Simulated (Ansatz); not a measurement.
**LiCu (rocksalt type): how the settings move a single-point run**

Question: which choices in the input matter for LiCu (rocksalt type)?

Program: Ansatz 0.2.0. Level of theory: reference: DFT, PBE, all-electron LAPW, scalar-relativistic. These are calculated values, not measurements.

## Step 1: The system as given

It takes space group Fm-3m (No. 225, cubic). Conventional cell: a = 4.147 Å, b = 4.147 Å, c = 4.147 Å, α = 90.00°, β = 90.00°, γ = 90.00°. Around Li (site symmetry m-3m) lie 6 Cu at 2.07 Å. Around Cu (site symmetry m-3m) lie 6 Li at 2.07 Å.

Coordinates:

```cif
data_structure
_symmetry_space_group_name_H-M 'P 1'
_symmetry_Int_Tables_number 1
_cell_length_a 2.9323
_cell_length_b 2.9323
_cell_length_c 2.9323
_cell_angle_alpha 60.000
_cell_angle_beta 60.000
_cell_angle_gamma 60.000
_cell_volume 17.83
loop_
_atom_site_label
_atom_site_type_symbol
_atom_site_fract_x
_atom_site_fract_y
_atom_site_fract_z
_atom_site_occupancy
Li1 Li 0.00000 0.00000 0.00000 1
Cu1 Cu 0.50000 0.50000 0.50000 1
```

## Step 2: Baseline

Contents of input.yaml:

```yaml
crystal:
  lattice:
    - [0.0, 2.0734659548, 2.0734659548]
    - [2.0734659548, 0.0, 2.0734659548]
    - [2.0734659548, 2.0734659548, 0.0]
  atoms:
    - { symbol: Li, position: [0.0, 0.0, 0.0] }
    - { symbol: Cu, position: [0.5, 0.5, 0.5] }
kpoints:
  mp_grid: { grid: [14, 14, 14] }
  band_path:
    path:
      - [0.0, 0.0, 0.0]
      - [0.5, 0.0, 0.5]
      - [0.625, 0.25, 0.625]
      - [0.375, 0.375, 0.75]
      - [0.0, 0.0, 0.0]
      - [0.5, 0.5, 0.5]
      - [0.5, 0.25, 0.75]
      - [0.5, 0.0, 0.5]
    npoints: 8
scf:
  occupations: { method: fermi_dirac, width: 0.05 }
hamiltonian:
  xc: pbe
  pseudopotentials: { kind: all_electron, lapw: { basis_error: 0.0005 } }
output:
  forces: true
  stress: true
  eigenvalues: true
  populations: true
```

Started as:

```console
ansatz run input.yaml --threads 1 --pin off --max-ram 2048MiB --backend cpu --events-out ev --progress --plain --runs-dir out
```

## Step 3: Variant: mp_grid.shift [0.5, 0.5, 0.5]

Edit input.yaml of step 2 so:

```diff
@@ -9,3 +9,3 @@
 kpoints:
-  mp_grid: { grid: [14, 14, 14] }
+  mp_grid: { grid: [14, 14, 14], shift: [0.5, 0.5, 0.5] }
   band_path:
```

Before running it: what results should come out? Wanted: for each run, ending; energy change; pressure; gap; force.

The runs gave:

| run | ending | energy change | pressure (GPa) | gap (eV) | force (eV/Å) | cycles | time |
| --- | --- | --- | --- | --- | --- | --- | --- |
| reference | converged | 0 | 48.7 | 0.00 | 0.00 | 9 | 32 s |
| 1: mp_grid.shift [0.5, 0.5, 0.5] | converged | +1.2 meV/atom | 48.7 | 0.00 | 0.00 | 9 | 75 s |

Residual by cycle in the longest SCF loop of each run; runs are numbered as in the table. The quantity is the density residual dr2, in eV.

| cycle | reference | run 1 |
| --- | --- | --- |
| 1 | 0.636 | 0.636 |
| 2 | 0.202 | 0.203 |
| 3 | 0.0175 | 0.0176 |
| 4 | 0.0115 | 0.0116 |
| 5 | 4.7e-4 | 4.7e-4 |
| 6 | 6.9e-6 | 7.2e-6 |
| 7 | 2.3e-7 | 2.4e-7 |
| 8 | 1.2e-8 | 1.2e-8 |
| 9 | 1.6e-10 | 1.7e-10 |

What this shows: Changing the k-point mesh moves the energy by +1.2 meV/atom. Sampling errors of the energy have no fixed sign. Cost: 75 s against 32 s. The structure is not at rest: the sound run finds 49 GPa, so these are no properties of the relaxed crystal. 
